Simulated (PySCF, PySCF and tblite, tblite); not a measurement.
# C₅H₁₅AlOSe: conformers and averaged spectra, part 2 of 3

PySCF and tblite. Atoms count from 0. Earlier steps stand in the parts before.

### 5 Shieldings, conformer 2: KT3/6-31G*

Job settings and geometry (Å):

```
{"job": {"xc": "KT3", "basis": "6-31G*", "kind": "nmr", "pop": false}, "charge": 0, "multiplicity": 1}
C      1.143603     2.294492    -1.294622
C      0.729471     0.846185    -1.082698
C     -0.421082     0.728925    -0.100624
Se     0.130530     1.165772     1.774525
C      1.404209    -0.286132     2.025093
O     -0.973344    -0.558956    -0.129515
C     -2.294403    -0.636374     0.367396
Al    -0.347430    -2.316536    -0.514643
H      1.992706     2.346273    -1.969886
H      1.427253     2.749341    -0.346919
H      0.326315     2.872264    -1.721040
H      1.575054     0.257995    -0.723212
H      0.401268     0.397793    -2.025787
H     -1.197589     1.472069    -0.334410
H      1.491752    -0.456370     3.094804
H      2.371101    -0.005624     1.614765
H      1.013035    -1.180248     1.534763
H     -2.573091    -1.691050     0.349456
H     -2.976361    -0.061940    -0.264874
H     -2.338456    -0.264508     1.395310
H     -1.426930    -2.608813    -1.627895
H     -0.608528    -2.948245     0.915469
H      1.146163    -2.089330    -0.925379
```

The log of the run:

```text
coarse grid: 81848 points
cycle   1  E = -2933.3467549653  dE = -4.346e-01  |g| = 6.888e-01  |ddm| = 4.167e+00
cycle   2  E = -2933.2142379916  dE =  1.325e-01  |g| = 1.054e+00  |ddm| = 1.660e+00
cycle   3  E = -2933.4523473847  dE = -2.381e-01  |g| = 1.812e-01  |ddm| = 1.049e+00
cycle   4  E = -2933.4590656887  dE = -6.718e-03  |g| = 5.263e-02  |ddm| = 2.259e-01
cycle   5  E = -2933.4596415593  dE = -5.759e-04  |g| = 1.560e-02  |ddm| = 6.608e-02
cycle   6  E = -2933.4596943724  dE = -5.281e-05  |g| = 7.138e-03  |ddm| = 2.583e-02
cycle   7  E = -2933.4597087737  dE = -1.440e-05  |g| = 1.495e-03  |ddm| = 9.933e-03
cycle   8  E = -2933.4597093064  dE = -5.327e-07  |g| = 2.748e-04  |ddm| = 1.948e-03
final grid: 172792 points
cycle   9  E = -2933.4595442493  dE = -3.174e-07  |g| = 4.381e-04  |ddm| = 3.761e-03
cycle  10  E = -2933.4595441992  dE =  5.011e-08  |g| = 6.351e-04  |ddm| = 1.386e-03
cycle  11  E = -2933.4595443018  dE = -1.027e-07  |g| = 7.421e-05  |ddm| = 7.963e-04
cycle  12  E = -2933.4595443033  dE = -1.466e-09  |g| = 1.990e-05  |ddm| = 1.071e-04
cycle  13  E = -2933.4595443034  dE = -1.046e-10  |g| = 6.685e-06  |ddm| = 3.192e-05
converged SCF energy = -2933.4595443034

GIAO shielding tensors (ppm)
atom      isotropic    diamagn.    paramagn.     s11        s22        s33       span
  0 C      179.138     248.393     -69.255    170.683    173.110    193.621     22.938
  1 C      161.254     250.539     -89.285    145.165    167.443    171.153     25.987
  2 C       98.270     246.296    -148.026     55.985     96.918    141.908     85.923
  3 Se    1720.033    3001.502   -1281.469   1391.129   1541.447   2227.522    836.393
  4 C      180.249     253.420     -73.171    167.058    179.811    193.878     26.820
  5 O      290.939     395.227    -104.288    258.710    295.690    318.417     59.707
  6 C      136.248     247.528    -111.280    103.653    119.059    186.033     82.380
  7 Al     468.182     800.261    -332.080    454.411    467.597    482.537     28.127
  8 H       31.326      29.426       1.900     26.961     28.512     38.505     11.544
  9 H       31.034      30.120       0.915     25.471     32.907     34.725      9.254
 10 H       31.870      30.401       1.469     27.592     29.622     38.397     10.804
 11 H       29.963      34.448      -4.485     26.315     30.890     32.683      6.368
 12 H       30.347      33.096      -2.749     24.721     30.798     35.523     10.802
 13 H       27.892      32.787      -4.895     23.664     28.592     31.418      7.753
 14 H       30.925      30.313       0.612     25.337     27.559     39.878     14.541
 15 H       30.207      31.786      -1.579     24.471     28.194     37.956     13.485
 16 H       29.955      33.388      -3.433     22.813     30.090     36.961     14.148
 17 H       28.172      30.503      -2.331     23.108     27.434     33.974     10.865
 18 H       29.530      30.370      -0.840     25.641     26.548     36.402     10.761
 19 H       28.241      30.069      -1.828     23.249     27.963     33.511     10.262
 20 H       27.972      31.602      -3.630     24.027     26.455     33.434      9.407
 21 H       27.992      31.752      -3.760     24.607     27.053     32.315      7.708
 22 H       27.966      32.905      -4.939     23.916     28.405     31.576      7.660
```

Run time: 53 s. Hardware: 1 thread of Arm Neoverse V1, shared host; peak memory 1 GiB.

This run: HOMO -5.42 eV, LUMO -0.80 eV; dipole 3.51 D.

### 6 Single-point energy, conformer 2: B3LYP/def2-SVP

The job, as its differences from that of step 5:

```diff
@@ -1,2 +1,2 @@
-{"job": {"xc": "KT3", "basis": "6-31G*", "kind": "nmr", "pop": false}, "charge": 0, "multiplicity": 1}
+{"job": {"xc": "B3LYP", "basis": "def2-SVP", "kind": "sp"}, "charge": 0, "multiplicity": 1}
 C      1.143603     2.294492    -1.294622
```

The log of the run:

```text
coarse grid: 81848 points
cycle   1  E = -2918.1554176427  dE = -3.733e-01  |g| = 5.479e-01  |ddm| = 4.630e+00
cycle   2  E = -2918.1229295994  dE =  3.249e-02  |g| = 6.976e-01  |ddm| = 1.100e+00
cycle   3  E = -2918.2226460863  dE = -9.972e-02  |g| = 9.800e-02  |ddm| = 6.166e-01
cycle   4  E = -2918.2244618905  dE = -1.816e-03  |g| = 3.650e-02  |ddm| = 1.173e-01
cycle   5  E = -2918.2247723233  dE = -3.104e-04  |g| = 7.442e-03  |ddm| = 3.978e-02
cycle   6  E = -2918.2247827306  dE = -1.041e-05  |g| = 2.967e-03  |ddm| = 9.773e-03
cycle   7  E = -2918.2247850149  dE = -2.284e-06  |g| = 6.633e-04  |ddm| = 4.076e-03
final grid: 172792 points
cycle   8  E = -2918.2245713706  dE = -4.502e-08  |g| = 1.085e-03  |ddm| = 5.474e-03
cycle   9  E = -2918.2245707710  dE =  5.995e-07  |g| = 1.877e-03  |ddm| = 3.359e-03
cycle  10  E = -2918.2245716869  dE = -9.159e-07  |g| = 8.000e-05  |ddm| = 2.108e-03
cycle  11  E = -2918.2245716884  dE = -1.462e-09  |g| = 2.175e-05  |ddm| = 9.900e-05
cycle  12  E = -2918.2245716884  dE = -9.004e-11  |g| = 5.805e-06  |ddm| = 2.600e-05
converged SCF energy = -2918.2245716884
```

It took 25 s on 1 thread of Arm Neoverse V1, shared host; peak memory 1.1 GiB.

In short: HOMO -6.33 eV, LUMO 0.02 eV; dipole 3.78 D.

### 7 Boltzmann average: properties at KT3/6-31G*

Job settings and geometry (Å):

```
{"job": {"study": "conf", "smiles": "CC[C@H]([Se]C)[O+](C)[AlH3-]", "search": {"seed": 6962, "n_embed": 150, "ff_keep": 22, "window": 4.0, "nmax": 8, "temps": [180, 200, 298.15, 450, 500], "t_ref": 298.15, "order": 0.001, "w0": 100.0}, "level": {"nmr": {"xc": "KT3", "basis": "6-31G*"}, "sp": {"xc": "B3LYP", "basis": "def2-SVP"}}, "kind": "conf"}, "charge": 0, "multiplicity": 1}
C     -1.774682    -1.501286     0.871453
C     -0.740155    -1.495377    -0.246368
C     -0.610020    -0.118874    -0.869744
Se     0.702356    -0.118182    -2.385913
C      2.302139    -0.536085    -1.354962
O     -0.218292     0.833812     0.077587
C     -0.536132     2.165145    -0.273566
Al     0.743092     0.822912     1.725841
H     -1.886269    -2.507163     1.266673
H     -2.742987    -1.161399     0.508406
H     -1.449491    -0.847755     1.683149
H     -1.021730    -2.197577    -1.034391
H      0.227600    -1.791910     0.160607
H     -1.561080     0.183770    -1.331685
H      2.360606    -1.607509    -1.182497
H      2.261600     0.011143    -0.411116
H      3.156263    -0.207415    -1.940878
H     -0.081077     2.425136    -1.234367
H     -0.123337     2.802626     0.509533
H     -1.619500     2.300672    -0.327247
H     -0.447730     1.415268     2.579653
H      1.886449     1.827947     1.293405
H      1.167624    -0.670915     1.926505
```

The log of the run:

```text
conformer  sym    E(xTB)   E(DFT)   G(298.15 K)  weight  dipole/D
    1     C1      0.000    0.000    0.000   0.5275    3.582
    2     C1      0.962    0.327    0.065   0.4725    3.781

mean shielding (ppm) by class
class atoms           180 K      200 K   298.15 K      450 K      500 K
  0 C  0            178.436    178.453    178.505    178.536    178.541
  1 C  1            159.915     159.95    160.048    160.107    160.116
  2 C  2             99.851      99.81     99.694     99.624     99.613
  3 Se 3           1678.876   1679.925   1682.947   1684.765    1685.06
  4 C  4            179.811    179.822    179.854    179.873    179.876
  5 O  5             295.84    295.715    295.355    295.139    295.104
  6 C  6             136.17    136.172    136.178    136.182    136.182
  7 Al 7            468.768    468.753     468.71    468.684     468.68
  8 H  8,9,10        31.365     31.366     31.369     31.371     31.371
  9 H  11            30.212     30.205     30.187     30.176     30.174
 10 H  12            29.796      29.81     29.851     29.875     29.879
 11 H  13            27.851     27.852     27.855     27.857     27.857
 12 H  14,15,16      30.342     30.343     30.344     30.345     30.345
 13 H  17,18,19      28.655     28.655     28.654     28.654     28.654
 14 H  20,21,22      27.965     27.966     27.966     27.967     27.967
```

Run time: 3.5 min. Hardware: 1 thread of Arm Neoverse V1, shared host. This counts the runs that the step sums up.

The search (ETKDG, UFF, GFN2-xTB) embedded 150 structures, kept 27 distinct ones after the force field and 6 after xTB; 2 were carried on (window 4.0 kcal/mol at the search's own energies). Energies: B3LYP/def2-SVP with D3(BJ).

Conformer by conformer (298 K):

```csv
no.,group,mirror pair,ΔE xTB,ΔE DFT,ΔG,weight (%),μ (D),C0–C1–C2–Se3 (°),O5–C2–Se3–C4 (°),Se3–C2–O5–Al7 (°),"A, B, C (GHz)"
1,C1,no,0.00,0.00,0.00,52.8,3.58,-178,59,-98,"1.47, 0.79, 0.69"
2,C1,no,0.96,0.33,0.07,47.2,3.78,-70,60,-96,"1.35, 0.84, 0.70"
```

Energies in kcal/mol. ΔG holds xTB vibrations and rotation, symmetry numbers and mirror pairs.

Weights (%) by temperature:

| no. | 180 K | 200 K | 298 K | 450 K | 500 K |
| --- | --- | --- | --- | --- | --- |
| 1 | 58.5 | 57.0 | 52.8 | 50.2 | 49.7 |
| 2 | 41.5 | 43.0 | 47.2 | 49.8 | 50.3 |

Other ways of weighting, at the same temperature:

```csv
scheme,1,2,mean μ (D)
DFT free energy,53,47,3.68
"DFT energy, symmetry counted",63,37,3.65
DFT energy alone,63,37,3.65
"xTB energy, symmetry counted",84,16,3.62
xTB free energy,77,23,3.63
lowest conformer only,100,0,3.58
equal weights,50,50,3.68
```

Shifts against references run at the same level (¹H TMS 32.56, ¹⁷O H2O 316.1, ¹³C TMS 193.0 ppm of shielding), by class of atoms, at 298 K:

| atoms | environment | no. 1 | no. 2 | average |
| --- | --- | --- | --- | --- |
| C2 | sp3 CH bonded to O and Se | 92.1 | 94.8 | 93.3 |
| C6 | methyl carbon bonded to O | 56.9 | 56.8 | 56.9 |
| C1 | sp3 CH2 | 34.1 | 31.8 | 33.0 |
| C0 | methyl carbon | 15.1 | 13.9 | 14.5 |
| C4 | methyl carbon bonded to Se | 13.5 | 12.8 | 13.2 |
| H13 | hydrogen on an sp3 CH bonded to O and Se | 4.74 | 4.67 | 4.71 |
| H20, H21, H22 | hydrogen on an aluminium bonded to O | 4.60 | 4.58 | 4.59 |
| H17, H18, H19 | hydrogen on a methyl carbon bonded to O | 3.90 | 3.91 | 3.91 |
| H12 | hydrogen on an sp3 CH2 | 3.15 | 2.21 | 2.71 |
| H11 | hydrogen on an sp3 CH2 | 2.17 | 2.60 | 2.37 |
| H14, H15, H16 | hydrogen on a methyl carbon bonded to Se | 2.23 | 2.20 | 2.22 |
| H8, H9, H10 | hydrogen on a methyl carbon | 1.23 | 1.15 | 1.19 |
| Se3 | selenium bonded to 2 C | 1650 (σ) | 1720 (σ) | 1683 (σ) |
| O5 | donor oxygen of a Lewis adduct | 16.8 | 25.1 | 20.7 |
| Al7 | aluminium bonded to O, 3 H | 469.2 (σ) | 468.2 (σ) | 468.7 (σ) |

Effective distances for nuclear Overhauser effects, ⟨r⁻⁶⟩^(−1/6) over all pairs of two classes (Å): H11···H12 1.77; H8···H12 2.60; H8···H11 2.61; H13···H17 2.63; H11···H13 2.64; H12···H13 2.75; H8···H13 2.86; H12···H20 2.90.

### 8 Shieldings, conformer 1: KT3/cc-pVDZ

Job settings and geometry (Å):

```
{"job": {"xc": "KT3", "basis": "cc-pVDZ", "grid": 1, "scf": {"guess": "atom"}, "kind": "nmr", "pop": false}, "charge": 0, "multiplicity": 1}
C     -1.774682    -1.501286     0.871453
C     -0.740155    -1.495377    -0.246368
C     -0.610020    -0.118874    -0.869744
Se     0.702356    -0.118182    -2.385913
C      2.302139    -0.536085    -1.354962
O     -0.218292     0.833812     0.077587
C     -0.536132     2.165145    -0.273566
Al     0.743092     0.822912     1.725841
H     -1.886269    -2.507163     1.266673
H     -2.742987    -1.161399     0.508406
H     -1.449491    -0.847755     1.683149
H     -1.021730    -2.197577    -1.034391
H      0.227600    -1.791910     0.160607
H     -1.561080     0.183770    -1.331685
H      2.360606    -1.607509    -1.182497
H      2.261600     0.011143    -0.411116
H      3.156263    -0.207415    -1.940878
H     -0.081077     2.425136    -1.234367
H     -0.123337     2.802626     0.509533
H     -1.619500     2.300672    -0.327247
H     -0.447730     1.415268     2.579653
H      1.886449     1.827947     1.293405
H      1.167624    -0.670915     1.926505
```

The log of the run:

```text
final grid: 81848 points
cycle   1  E = -2933.2400126243  dE =  1.674e+00  |g| = 1.361e+00  |ddm| = 1.047e+01
cycle   2  E = -2932.3488709406  dE =  8.911e-01  |g| = 2.210e+00  |ddm| = 6.583e+00
cycle   3  E = -2933.7004019067  dE = -1.352e+00  |g| = 4.219e-01  |ddm| = 4.098e+00
cycle   4  E = -2933.7393015490  dE = -3.890e-02  |g| = 1.670e-01  |ddm| = 8.880e-01
cycle   5  E = -2933.7450420222  dE = -5.740e-03  |g| = 5.204e-02  |ddm| = 3.095e-01
cycle   6  E = -2933.7457816518  dE = -7.396e-04  |g| = 1.798e-02  |ddm| = 1.258e-01
cycle   7  E = -2933.7458771590  dE = -9.551e-05  |g| = 3.876e-03  |ddm| = 3.668e-02
cycle   8  E = -2933.7458806761  dE = -3.517e-06  |g| = 1.413e-03  |ddm| = 9.751e-03
cycle   9  E = -2933.7458811770  dE = -5.009e-07  |g| = 4.459e-04  |ddm| = 2.989e-03
cycle  10  E = -2933.7458812269  dE = -4.987e-08  |g| = 1.022e-04  |ddm| = 9.277e-04
cycle  11  E = -2933.7458812291  dE = -2.236e-09  |g| = 4.881e-05  |ddm| = 2.479e-04
cycle  12  E = -2933.7458812298  dE = -7.212e-10  |g| = 7.729e-06  |ddm| = 1.089e-04
converged SCF energy = -2933.7458812298

GIAO shielding tensors (ppm)
atom      isotropic    diamagn.    paramagn.     s11        s22        s33       span
  0 C      179.944     246.431     -66.487    167.492    178.348    193.992     26.500
  1 C      160.009     249.267     -89.257    133.669    167.400    178.959     45.289
  2 C       98.834     248.665    -149.831     59.210    103.155    134.138     74.928
  3 Se    1631.071    2998.050   -1366.979   1246.976   1510.561   2135.676    888.700
  4 C      182.605     248.268     -65.663    168.366    182.737    196.711     28.344
  5 O      299.643     390.873     -91.230    275.905    304.940    318.085     42.181
  6 C      137.724     245.654    -107.931    103.492    120.045    189.634     86.142
  7 Al     475.258     799.887    -324.629    462.376    470.063    493.335     30.958
  8 H       30.705      28.552       2.153     26.279     27.776     38.060     11.782
  9 H       31.122      30.919       0.204     27.290     29.120     36.958      9.668
 10 H       29.928      33.032      -3.104     24.720     30.945     34.119      9.399
 11 H       29.744      31.231      -1.487     23.369     31.035     34.828     11.459
 12 H       28.669      35.355      -6.686     25.195     29.968     30.844      5.650
 13 H       27.232      34.217      -6.984     24.340     26.506     30.851      6.511
 14 H       29.336      31.491      -2.155     24.155     26.785     37.070     12.914
 15 H       29.044      33.322      -4.278     22.154     29.112     35.867     13.713
 16 H       30.201      29.481       0.720     24.729     26.826     39.047     14.318
 17 H       27.447      31.260      -3.813     22.433     27.165     32.744     10.311
 18 H       27.240      30.686      -3.446     22.322     26.175     33.224     10.902
 19 H       28.878      31.209      -2.331     24.825     25.984     35.825     11.000
 20 H       27.494      31.823      -4.329     24.024     25.692     32.767      8.743
 21 H       27.599      31.929      -4.329     24.233     26.494     32.072      7.838
 22 H       27.491      33.382      -5.891     24.085     27.415     30.971      6.886
```

It took 53 s on 1 thread of Arm Neoverse V1, shared host; peak memory 1 GiB.

Key values: HOMO -5.35 eV, LUMO -0.74 eV; dipole 3.31 D.

### 9 Single-point energy, conformer 1: CAM-B3LYP/pcseg-1

The job, as its differences from that of step 8:

```diff
@@ -1,2 +1,2 @@
-{"job": {"xc": "KT3", "basis": "cc-pVDZ", "grid": 1, "scf": {"guess": "atom"}, "kind": "nmr", "pop": false}, "charge": 0, "multiplicity": 1}
+{"job": {"xc": "CAM-B3LYP", "basis": "pcseg-1", "kind": "sp"}, "charge": 0, "multiplicity": 1}
 C     -1.774682    -1.501286     0.871453
```

The log of the run:

```text
coarse grid: 81848 points
cycle   1  E = -2918.3239683250  dE = -1.206e-01  |g| = 4.770e-01  |ddm| = 4.471e+00
cycle   2  E = -2918.3345455760  dE = -1.058e-02  |g| = 4.916e-01  |ddm| = 8.446e-01
cycle   3  E = -2918.3823395297  dE = -4.779e-02  |g| = 5.759e-02  |ddm| = 3.827e-01
cycle   4  E = -2918.3829793416  dE = -6.398e-04  |g| = 2.599e-02  |ddm| = 7.142e-02
cycle   5  E = -2918.3831333037  dE = -1.540e-04  |g| = 6.529e-03  |ddm| = 3.015e-02
cycle   6  E = -2918.3831431088  dE = -9.805e-06  |g| = 2.120e-03  |ddm| = 8.844e-03
final grid: 172792 points
cycle   7  E = -2918.3830867675  dE =  1.492e-07  |g| = 2.582e-03  |ddm| = 5.023e-03
cycle   8  E = -2918.3830859077  dE =  8.598e-07  |g| = 3.252e-03  |ddm| = 5.203e-03
cycle   9  E = -2918.3830883050  dE = -2.397e-06  |g| = 1.790e-04  |ddm| = 2.911e-03
cycle  10  E = -2918.3830883120  dE = -7.013e-09  |g| = 3.601e-05  |ddm| = 1.814e-04
cycle  11  E = -2918.3830883126  dE = -5.662e-10  |g| = 1.920e-05  |ddm| = 1.027e-04
converged SCF energy = -2918.3830883126
```

Run time: 31 s. Hardware: 1 thread of Arm Neoverse V1, shared host; peak memory 1.2 GiB.

This run: HOMO -7.89 eV, LUMO 1.17 eV; dipole 3.50 D.

### 10 Shieldings, conformer 2: KT3/cc-pVDZ

Job settings and geometry (Å):

```
{"job": {"xc": "KT3", "basis": "cc-pVDZ", "grid": 1, "scf": {"guess": "atom"}, "kind": "nmr", "pop": false}, "charge": 0, "multiplicity": 1}
C      1.143603     2.294492    -1.294622
C      0.729471     0.846185    -1.082698
C     -0.421082     0.728925    -0.100624
Se     0.130530     1.165772     1.774525
C      1.404209    -0.286132     2.025093
O     -0.973344    -0.558956    -0.129515
C     -2.294403    -0.636374     0.367396
Al    -0.347430    -2.316536    -0.514643
H      1.992706     2.346273    -1.969886
H      1.427253     2.749341    -0.346919
H      0.326315     2.872264    -1.721040
H      1.575054     0.257995    -0.723212
H      0.401268     0.397793    -2.025787
H     -1.197589     1.472069    -0.334410
H      1.491752    -0.456370     3.094804
H      2.371101    -0.005624     1.614765
H      1.013035    -1.180248     1.534763
H     -2.573091    -1.691050     0.349456
H     -2.976361    -0.061940    -0.264874
H     -2.338456    -0.264508     1.395310
H     -1.426930    -2.608813    -1.627895
H     -0.608528    -2.948245     0.915469
H      1.146163    -2.089330    -0.925379
```

The log of the run:

```text
final grid: 81848 points
cycle   1  E = -2933.2455910912  dE =  1.658e+00  |g| = 1.352e+00  |ddm| = 1.046e+01
cycle   2  E = -2932.4646425456  dE =  7.809e-01  |g| = 2.110e+00  |ddm| = 6.518e+00
cycle   3  E = -2933.7057431959  dE = -1.241e+00  |g| = 3.962e-01  |ddm| = 3.994e+00
cycle   4  E = -2933.7399334886  dE = -3.419e-02  |g| = 1.622e-01  |ddm| = 8.275e-01
cycle   5  E = -2933.7456223200  dE = -5.689e-03  |g| = 4.426e-02  |ddm| = 2.956e-01
cycle   6  E = -2933.7461422769  dE = -5.200e-04  |g| = 1.775e-02  |ddm| = 1.104e-01
cycle   7  E = -2933.7462350469  dE = -9.277e-05  |g| = 3.162e-03  |ddm| = 3.477e-02
cycle   8  E = -2933.7462373271  dE = -2.280e-06  |g| = 1.474e-03  |ddm| = 8.303e-03
cycle   9  E = -2933.7462378829  dE = -5.558e-07  |g| = 4.121e-04  |ddm| = 2.892e-03
cycle  10  E = -2933.7462379234  dE = -4.058e-08  |g| = 9.656e-05  |ddm| = 8.238e-04
cycle  11  E = -2933.7462379252  dE = -1.803e-09  |g| = 5.075e-05  |ddm| = 2.341e-04
cycle  12  E = -2933.7462379260  dE = -7.740e-10  |g| = 7.571e-06  |ddm| = 1.037e-04
converged SCF energy = -2933.7462379260

GIAO shielding tensors (ppm)
atom      isotropic    diamagn.    paramagn.     s11        s22        s33       span
  0 C      181.684     244.309     -62.625    172.618    175.666    196.769     24.151
  1 C      162.454     248.716     -86.262    145.801    169.588    171.971     26.170
  2 C       96.133     250.303    -154.170     52.694     94.613    141.092     88.398
  3 Se    1700.683    2999.435   -1298.751   1367.984   1535.137   2198.929    830.945
  4 C      183.375     249.022     -65.647    169.496    182.948    197.682     28.186
  5 O      290.754     389.358     -98.604    258.347    294.801    319.113     60.766
  6 C      137.812     245.348    -107.536    103.585    120.548    189.303     85.718
  7 Al     474.068     799.332    -325.264    458.625    468.734    494.843     36.218
  8 H       30.600      27.853       2.746     26.262     27.624     37.914     11.651
  9 H       30.306      30.973      -0.667     24.698     32.179     34.041      9.342
 10 H       31.224      29.839       1.385     26.991     28.767     37.914     10.923
 11 H       29.336      35.451      -6.115     25.622     30.158     32.227      6.605
 12 H       29.663      33.242      -3.579     24.141     29.935     34.912     10.772
 13 H       27.298      35.150      -7.852     22.916     28.129     30.849      7.933
 14 H       30.229      30.037       0.193     24.707     26.738     39.243     14.536
 15 H       29.469      32.091      -2.622     23.794     27.233     37.381     13.586
 16 H       28.993      33.578      -4.585     21.955     28.774     36.252     14.298
 17 H       27.292      30.286      -2.994     22.396     26.334     33.145     10.749
 18 H       28.843      30.850      -2.007     24.998     25.670     35.861     10.862
 19 H       27.341      31.618      -4.277     22.213     27.236     32.573     10.359
 20 H       27.561      31.448      -3.887     23.698     25.889     33.095      9.397
 21 H       27.564      31.780      -4.216     24.224     26.562     31.906      7.682
 22 H       27.538      32.897      -5.359     23.532     28.012     31.070      7.538
```

Run time: 53 s. Hardware: 1 thread of Arm Neoverse V1, shared host; peak memory 1 GiB.

In short: HOMO -5.43 eV, LUMO -0.74 eV; dipole 3.52 D.

(Part 2 of 3 ends here.)
